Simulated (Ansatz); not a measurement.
# CH₅FN₂SSi: up Jacob's ladder to CCSD(T)

An exercise on one series of results from a longer session: the logs are not shown, and one member is left open.

Method: functionals in def2-TZVPP, the program's frozen cores in correlated methods; program: Ansatz 0.2.0, Gaussian basis.

Plan: PBE-D4, r2SCAN-D4, PBE0-D4, B3LYP-D4, ωB97X-V, ωB97M-V, B2PLYP; CCSD(T)/def2-TZVPP; MP2/def2-QZVPP; extrapolation to the limit.

## The geometry

The geometry comes from an earlier relaxation with PBE0-D4 in a triple-zeta def2 set; it is a stationary point, not always the lowest conformer.

11 atoms, charge 0, spin multiplicity 1.

Atoms are counted from 1 here; the program's logs count them from 0.

Bond lengths: N1–C2 1.408 Å, N1–H7 1.012 Å, N1–H8 1.011 Å, C2–N3 1.439 Å, C2–S6 1.927 Å, C2–H9 1.093 Å, N3–Si4 1.699 Å, N3–H10 1.006 Å, Si4–F5 1.596 Å, Si4–S6 2.103 Å, Si4–H11 1.477 Å. Angles: C2–N1–H7 111.8°, C2–N1–H8 112.9°, H7–N1–H8 110.1°, N1–C2–N3 112.4°, N1–C2–S6 117.4°, N1–C2–H9 109.0°, N3–C2–S6 98.1°, N3–C2–H9 114.5°, S6–C2–H9 105.1°, C2–N3–Si4 102.6°, C2–N3–H10 118.6°, Si4–N3–H10 137.8°, N3–Si4–F5 115.4°, N3–Si4–S6 84.0°, N3–Si4–H11 118.0°, F5–Si4–S6 116.2°, F5–Si4–H11 103.1°, S6–Si4–H11 120.3° and more.

The first run:

Input file in.yaml:

```yaml
crystal:
  periodic: [false, false, false]
  atoms:
    - {symbol: N, position_ang: [0.219931, -1.140904, 1.496044]}
    - {symbol: C, position_ang: [-0.005235, 0.072677, 0.818698]}
    - {symbol: N, position_ang: [0.816173, 0.206563, -0.355722]}
    - {symbol: Si, position_ang: [-0.314758, 0.628001, -1.552034]}
    - {symbol: F, position_ang: [-0.200684, 2.119103, -2.108345]}
    - {symbol: S, position_ang: [-1.722512, 0.313109, -0.022005]}
    - {symbol: H, position_ang: [0.051954, -1.941148, 0.899304]}
    - {symbol: H, position_ang: [-0.319911, -1.222092, 2.346747]}
    - {symbol: H, position_ang: [0.081775, 0.899187, 1.529252]}
    - {symbol: H, position_ang: [1.816468, 0.193677, -0.247817]}
    - {symbol: H, position_ang: [-0.358002, -0.185374, -2.783622]}
basis:
  gaussian: {orbitals: def2-TZVPP}
hamiltonian: {xc: pbe, dispersion: d4}
output: {forces: true, orbitals: {seedname: orbitals}}
```

Run with:

```
ansatz run in.yaml --threads 4 --pin off --events-out ev --progress --plain --max-ram 10444MiB
```

Steps of the session up to this table: PBE-D4 (GGA); r2SCAN-D4 (meta-GGA); PBE0-D4 (hybrid); B3LYP-D4 (hybrid); ωB97X-V (range-separated); ωB97M-V (range-separated); B2PLYP (double hybrid); CCSD(T) in def2-TZVPP; MP2 in def2-QZVPP.

One table of the session follows, with a row left open; its other results are not shown here.

```
            method  atomisation energy (eV)
            PBE-D4                   44.004
         r2SCAN-D4                   42.753
           PBE0-D4                   42.886
          B3LYP-D4                   42.722
           ωB97X-V                   43.094
           ωB97M-V                   43.061
            B2PLYP                   42.189
     HF/def2-TZVPP                   28.825
    MP2/def2-TZVPP                   42.340
   CCSD/def2-TZVPP                   40.388
CCSD(T)/def2-TZVPP                        ?
           MP2/CBS                   43.891
       CCSD(T)/CBS                   42.790
```

Estimate the missing values for CCSD(T)/def2-TZVPP.

As computed: atomisation energy (eV): 41.239. In the column «atomisation energy (eV)» it lies between CCSD/def2-TZVPP (40.388) and B2PLYP (42.189).
